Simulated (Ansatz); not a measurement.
**FGe2H4: rigid scan of one bond length, by script**

How does the energy of FGe2H4 change as one bond is stretched? The task is a rigid scan of one bond length, for FGe2H4.

Computed with Ansatz 0.2.0 through its Python package. Level of theory: PBE+D3(BJ)/def2-SVP.

**1. The structure**

Bond lengths: F1–Ge2 1.712 Å, Ge2–Ge3 2.387 Å, Ge2–H4 1.586 Å, Ge3–H5 1.528 Å, Ge3–H6 1.568 Å, Ge3–H7 1.600 Å. Angles: F1–Ge2–Ge3 110.1°, F1–Ge2–H4 110.2°, Ge3–Ge2–H4 108.1°, Ge2–Ge3–H5 110.7°, Ge2–Ge3–H6 109.9°, Ge2–Ge3–H7 109.2°, H5–Ge3–H6 110.5°, H5–Ge3–H7 109.5°, H6–Ge3–H7 107.0°.

The script holds or builds the structure itself.

**2. The code**

The input, fge2h4_scan.py:

```python
# -*- coding: utf-8 -*-
"""Potential curve of FGe2H4 along one bond."""

import ansatz as az
import matplotlib.pyplot as plt
import numpy as np

GEOMETRY = """
F    -2.08720   -1.36080    0.42490
Ge   -0.50390   -1.35410   -0.22590
Ge    0.37170    0.86650   -0.23340
H     0.45460   -2.25800    0.65750
H    -0.47440    1.77680   -1.12180
H     0.42490    1.42510    1.23030
H     1.87560    0.83660   -0.77740
"""


def main():
    molecule = az.Crystal.molecule()
    for line in GEOMETRY.strip().splitlines():
        symbol, *xyz = line.split()
        molecule = molecule.atom(symbol, [float(v) for v in xyz])

    symbols = [site.symbol for site in molecule.cartesian_sites]
    start = np.array([site.position_ang for site in molecule.cartesian_sites])
    axis = (start[0] - start[1]) / np.linalg.norm(start[0] - start[1])
    moving = [0]
    lengths, energies = [1.46, 1.57, 1.71, 1.88, 2.14, 2.57, 3.08, 3.77], []
    for length in lengths:
        xyz = start.copy()
        xyz[moving] += (length - np.linalg.norm(start[0] - start[1])) * axis
        point = az.Crystal.molecule()
        for symbol, place in zip(symbols, xyz):
            point = point.atom(symbol, place.tolist())
        calc = (
            point.calculation()
            .basis(gaussian="def2-SVP")
            .functional("PBE", dispersion="d3bj")
            .spin("collinear", total=1)
        )
        data = calc.run().report
        energies.append(data["free_energy_ev"])
        print(f"r = {length:6.3f} A  E = {energies[-1]:.5f} eV  <S^2> = {abs(data['mean_field']['state']['spin_squared']):.3f}")

    print("energy above the lowest point (eV):", [round(e - min(energies), 3) for e in energies])
    plt.figure(figsize=(4.5, 3))
    plt.plot(lengths, np.array(energies) - min(energies), "o-")
    plt.xlabel("bond length (A)")
    plt.ylabel("E - E(min) (eV)")
    plt.tight_layout()
    plt.savefig("scan.png", dpi=100)


if __name__ == "__main__":
    main()
```

**3. The calls as engine input**

The engine receives this input (first run):

```yaml
crystal:
  periodic: [false, false, false]
  atoms:
    - { symbol: F, position_ang: [-1.8542638563462939, -1.3598142915666773, 0.32915387337217705] }
    - { symbol: Ge, position_ang: [-0.5039, -1.3541, -0.2259] }
    - { symbol: Ge, position_ang: [0.3717, 0.8665, -0.2334] }
    - { symbol: H, position_ang: [0.4546, -2.258, 0.6575] }
    - { symbol: H, position_ang: [-0.4744, 1.7768, -1.1218] }
    - { symbol: H, position_ang: [0.4249, 1.4251, 1.2303] }
    - { symbol: H, position_ang: [1.8756, 0.8366, -0.7774] }
basis:
  gaussian:
    orbitals: def2-SVP
hamiltonian:
  xc: pbe
  dispersion: d3bj
magnetization:
  spin_polarized: true
  initial_magnetization: 1.0
```

**4. Running it**

Command:

```sh
> python fge2h4_scan.py
```

**Question.** What results will this script give? Wanted: range of energy; lowest point, distance.

As calculated:

| quantity | value |
| --- | --- |
| runs compared | 8 |
| range of energy | 4.110 eV |
| lowest point, distance (Å) | 1.71 |

**Reading.** The curve has its lowest point inside the range, at 1.71. The ends stand 2.17 and 4.11 eV above it. The distance scanned is the script's pair 1, 0. In CPU time, run 8 (distance 3.77) cost about 6.7 times as much as run 4 (distance 1.88). Notes:
- The rest of the molecule is held rigid at a force-field or estimated start geometry, and the basis set is modest; single-reference methods fail as a bond breaks.
- The run takes the species as open-shell (spin multiplicity 2), which needn't be its ground state.
